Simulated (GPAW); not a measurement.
# TiMo: equation of state with PBE

Crystal: TiMo.

```
Mo Ti
1.0
     1.59357   -2.36042    0.00000
     1.59357    2.36042    0.00000
     0.00000    0.00000    4.25072
Mo Ti
1 1
Cartesian
  0.0000 0.0000 0.0000
  1.5936 0.0000 2.1254
```

The cell comes from a database or a generator and needn't be the stable form of this composition.

```json
{
  "Program": "GPAW 26.7.0",
  "Task": "equation of state",
  "Functional": "PBE",
  "Potentials or basis": "GPAW PAW data sets (gpaw-data 1.2.1)",
  "Cutoff": "600 eV",
  "Basis": "pw",
  "k mesh": "10 × 10 × 6",
  "Occupations": "fermi-dirac, width 0.05 eV",
  "Spin": "no spin polarisation",
  "Maxiter": "150",
  "Eos scales": "[0.94, 0.96, 0.98, 1.0, 1.02, 1.04, 1.06]"
}
```

| Item | Value |
| --- | --- |
| Equilibrium volume | 15.99 Å³/atom |
| Bulk modulus at fixed shape and positions | 174 GPa |
| Pressure derivative of the bulk modulus | 3.7 |

Energy against volume, from the lowest point:
| volume (Å³/atom) | energy (meV/atom) |
| --- | --- |
| 15.030 | 34.77 |
| 15.350 | 15.06 |
| 15.669 | 3.74 |
| 15.989 | 0.00 |
| 16.309 | 3.28 |
| 16.629 | 12.82 |
| 16.948 | 28.16 |

It took 7 min on 1 thread of Arm Neoverse V2 (shared host), peak memory 0.36 GiB.

Caveat: the cell was scaled at fixed shape and fractional positions, which overstates the stiffness of a crystal with free parameters, most of all of layers and chains.
